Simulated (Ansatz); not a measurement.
# ClFGaH3OSi: the cost of one run

Program: Ansatz 0.2.0, Gaussian basis. Level of theory: the settings change from run to run. These are calculated values, not measurements.

**1. The relaxed structure**

The structure was relaxed beforehand with PBE0-D4 in a triple-zeta def2 set.

SMILES `[F][Ga]([Cl])[O][SiH3]`, 8 atoms, charge 0, spin multiplicity 1.

Atoms are counted from 1 here; the program's logs count them from 0.

Bond lengths: F1–Ga2 1.738 Å, Ga2–Cl3 2.100 Å, Ga2–O4 1.750 Å, O4–Si5 1.644 Å, Si5–H6 1.487 Å, Si5–H7 1.486 Å, Si5–H8 1.483 Å. Angles: F1–Ga2–Cl3 119.3°, F1–Ga2–O4 118.5°, Cl3–Ga2–O4 122.2°, Ga2–O4–Si5 138.0°, O4–Si5–H6 110.7°, O4–Si5–H7 110.5°, O4–Si5–H8 107.6°, H6–Si5–H7 108.9°, H6–Si5–H8 109.6°, H7–Si5–H8 109.6°.

Coordinates:

```mol
ClFGaH3OSi
  3D, bonds by distance, orders not assigned

  8  7  0  0  0  0  0  0  0  0999 V2000
   -0.0863   -1.8903    1.7664 F   0  0
    1.0831   -1.1261    0.7320 Ga  0  0
    3.0764   -1.7872    0.7717 Cl  0  0
    0.5527    0.1759   -0.3093 O   0  0
   -0.8439    0.9712   -0.6553 Si  0  0
   -1.4311    1.5602    0.5768 H   0  0
   -1.8329    0.0441   -1.2651 H   0  0
   -0.5181    2.0521   -1.6171 H   0  0
  1  2  8  0
  2  3  8  0
  2  4  8  0
  4  5  8  0
  5  6  8  0
  5  7  8  0
  5  8  8  0
M  END
```

**2. PBE0-DH/6-31G***

Options: charge -1, multiplicity 2, atoms shaken by 0.03 Å.

Contents of in.yaml:

```yaml
crystal:
  periodic: [false, false, false]
  atoms:
    - {symbol: F, position_ang: [-0.046955, -1.907573, 1.750613]}
    - {symbol: Ga, position_ang: [1.100232, -1.132554, 0.739574]}
    - {symbol: Cl, position_ang: [3.109164, -1.865455, 0.793652]}
    - {symbol: O, position_ang: [0.530271, 0.144960, -0.318383]}
    - {symbol: Si, position_ang: [-0.835196, 0.945259, -0.669032]}
    - {symbol: H, position_ang: [-1.429732, 1.566888, 0.617417]}
    - {symbol: H, position_ang: [-1.879402, 0.088108, -1.255915]}
    - {symbol: H, position_ang: [-0.488818, 2.042674, -1.597960]}
basis:
  gaussian: {orbitals: "6-31G*"}
total_charge: -1
magnetization: {spin_polarized: true, initial_magnetization: 1}
hamiltonian: {xc: {name: PBE0-DH}}
output: {forces: true}
```

Started as:

```sh
$ ansatz run in.yaml --threads 4 --pin off --events-out ev --progress --plain --max-ram 10444MiB
```

Q: Estimate wall time and peak memory on 4 threads of AMD EPYC 7B13, shared host.

About 9.5 s, with a peak of 0.42 GiB.
